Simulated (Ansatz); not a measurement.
**BH3O2S: a ladder of functionals and wavefunction methods**

An exercise on one series of results from a longer session: the logs are not shown, and one member is left open.

Program: Ansatz 0.2.0, Gaussian basis. Level of theory: functionals in def2-TZVPP, the program's frozen cores in correlated methods. These are calculated values, not measurements.

Levels to be run: LDA (SPW92), PBE-D4, revPBE-D4, BLYP-D4, r2SCAN-D4, B97M-V, PBE0-D4, B3LYP-D4, r2SCANh-D4, r2SCAN0-D4, HSE06-D4, BHLYP-D4, CAM-B3LYP-D4, LC-ωPBE, ωB97X-V, ωB97M-V, B2PLYP, PBE-QIDH; CCSD(T)/def2-SVP; CCSD(T)/def2-TZVPP; MP2/def2-QZVPP; extrapolation to the limit; RPA on PBE.

### Structure used throughout

All runs share one geometry, relaxed beforehand with PBE0-D4 in a triple-zeta def2 set.

SMILES `OB(O)S`, 7 atoms, charge 0, spin multiplicity 1.

Atoms are counted from 1 here; the program's logs count them from 0.

Bond lengths: O1–B2 1.364 Å, O1–H5 0.957 Å, B2–O3 1.357 Å, B2–S4 1.829 Å, O3–H6 0.961 Å, S4–H7 1.342 Å. Angles: B2–O1–H5 115.3°, O1–B2–O3 119.2°, O1–B2–S4 125.5°, O3–B2–S4 115.3°, B2–O3–H6 112.0°, B2–S4–H7 96.9°.

The first run:

Input file in.yaml:

```yaml
crystal:
  periodic: [false, false, false]
  atoms:
    - {symbol: O, position_ang: [-0.283261, 1.152564, 0.105129]}
    - {symbol: B, position_ang: [0.166244, -0.131151, 0.213747]}
    - {symbol: O, position_ang: [0.876938, -0.492735, 1.311155]}
    - {symbol: S, position_ang: [-0.103885, -1.457887, -1.015815]}
    - {symbol: H, position_ang: [-0.778170, 1.346407, -0.691234]}
    - {symbol: H, position_ang: [0.989784, 0.239480, 1.923842]}
    - {symbol: H, position_ang: [-0.806449, -0.724777, -1.892622]}
basis:
  gaussian: {orbitals: def2-TZVPP}
hamiltonian: {xc: lda}
output: {orbitals: {seedname: orbitals}}
```

Among the steps run: LDA; PBE-D4 (GGA); revPBE-D4 (GGA); BLYP-D4 (GGA); r2SCAN-D4 (meta-GGA); B97M-V (meta-GGA); PBE0-D4 (hybrid); B3LYP-D4 (hybrid); r2SCANh-D4 (hybrid); r2SCAN0-D4 (hybrid); HSE06-D4 (hybrid); BHLYP-D4 (hybrid); CAM-B3LYP-D4 (range-separated); LC-ωPBE-D4 (range-separated; the results give it without D4); ωB97X-V (range-separated); ωB97M-V (range-separated); B2PLYP (double hybrid); PBE-QIDH (double hybrid).

One of the session's tables, all rows but one given; the rest of the session is left out.

It belongs to the step «Orbital energies across the functionals». 

| functional | HOMO (eV) | gap (eV) |
| --- | --- | --- |
| LDA (SPW92) | -6.47 | 5.48 |
| PBE-D4 | -6.33 | 5.53 |
| revPBE-D4 | ? | ? |
| BLYP-D4 | -6.17 | 5.37 |
| r2SCAN-D4 | -6.64 | 6.37 |
| B97M-V | -6.71 | 6.13 |
| PBE0-D4 | -7.61 | 7.70 |
| B3LYP-D4 | -7.35 | 7.09 |
| r2SCANh-D4 | -7.11 | 7.14 |
| r2SCAN0-D4 | -7.81 | 8.26 |
| HSE06-D4 | -7.21 | 6.92 |
| BHLYP-D4 | -8.73 | 9.51 |
| CAM-B3LYP-D4 | -8.95 | 9.86 |
| LC-ωPBE | -10.38 | 12.63 |
| ωB97X-V | -10.00 | 12.04 |
| ωB97M-V | -9.82 | 11.47 |

Q: Estimate the row for revPBE-D4 from the others.

The run gave: HOMO (eV): -6.28; gap (eV): 5.57. In the column «HOMO (eV)» it lies between PBE-D4 (-6.33) and BLYP-D4 (-6.17).
